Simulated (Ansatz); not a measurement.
# Al: the cost of one run

Computed with Ansatz 0.2.0 (DFT LDA+D3(BJ), scalar-relativistic, plane waves, PAW, unless a step's input says otherwise).

1 further run of the same task is left out (set aside as unsound or not needed).

**1. The system as given**

Symmetry: P6_3/mmc, No. 194, hexagonal system. The conventional cell has a = 2.775 Å, b = 2.775 Å, c = 9.107 Å, α = 90.00°, β = 90.00°, γ = 120.00°. Al (site symmetry -3m) is surrounded by 12 Al at 2.77 to 2.78 Å. Al (site symmetry -6m2) is surrounded by 12 Al at 2.77 to 2.78 Å.

Coordinates:

```cif
data_structure
_symmetry_space_group_name_H-M 'P6_3/mmc'
_symmetry_Int_Tables_number 194
_cell_length_a 2.7749
_cell_length_b 2.7749
_cell_length_c 9.1066
_cell_angle_alpha 90.000
_cell_angle_beta 90.000
_cell_angle_gamma 120.000
_cell_volume 60.73
loop_
_atom_site_label
_atom_site_type_symbol
_atom_site_symmetry_multiplicity
_atom_site_Wyckoff_symbol
_atom_site_fract_x
_atom_site_fract_y
_atom_site_fract_z
_atom_site_occupancy
Al1 Al 2 a 0.00000 0.00000 0.00000 1
Al2 Al 2 c 0.33333 0.66667 0.25000 1
```

It goes back to an entry of the Materials Project, which need not be the stable form.

It is the result of an earlier relaxation at this level (volume 15.18 Å³/atom; gap on the mesh: none (metal)).

**2. The scan**

The energy is mapped over two normal modes frozen in (zone-centre modes of the cell shown).

- amplitude of mode 4 (93 cm⁻¹), largest displacement: 9 values from −0.588 to 0.588 Å
- amplitude of mode 5 (93 cm⁻¹), largest displacement: 9 values from −0.588 to 0.588 Å

Nothing else is relaxed (the cell and all other modes fixed). Energies count from the relaxed high-symmetry cell. Points are written as (first, second).

The modes come from a phonon run on the reference cell, made beforehand.

Displacement patterns for an amplitude of 1 (Å):

```csv
atom,x1,y1,z1,x2,y2,z2
Al1,1.000,0.000,0.000,0.000,1.000,0.000
Al2,0.000,0.000,0.000,0.000,0.000,0.000
Al3,-1.000,0.000,0.000,0.000,-1.000,0.000
Al4,0.000,0.000,0.000,0.000,0.000,0.000
```

**3. The run at (−0.294 Å, −0.588 Å)**

input.yaml

```yaml
crystal:
  lattice:
    - [2.7749349733, 0.0, 0.0]
    - [-1.3874674867, 2.4031641807, 0.0]
    - [0.0, 0.0, 9.1065785895]
  atoms:
    - { symbol: Al, position: [-0.2282871362, -0.2446774152, 0.0] }
    - { symbol: Al, position: [0.3333333333, 0.6666666667, 0.25] }
    - { symbol: Al, position: [0.2282871362, 0.2446774152, 0.5] }
    - { symbol: Al, position: [0.6666666667, 0.3333333333, 0.75] }
basis:
  ecutwfc: 420
kpoints:
  mp_grid: { grid: [18, 18, 6] }
hamiltonian:
  xc: lda
  pseudopotentials: { kind: paw, azcp: { folder: soft_1 } }
  dispersion: d3bj
scf:
  occupations: { method: gaussian, width: 0.15 }
output:
  forces: true
  stress: true
  eigenvalues: true
```

The run is started by

```bash
> ansatz run input.yaml --threads 2 --pin off --max-ram 4096MiB --backend cpu --events-out ev --progress --plain --runs-dir out
```

What time and memory should one allow on 2 threads of Arm Neoverse N1, shared host?

About 57 s, with a peak of 1.1 GiB.
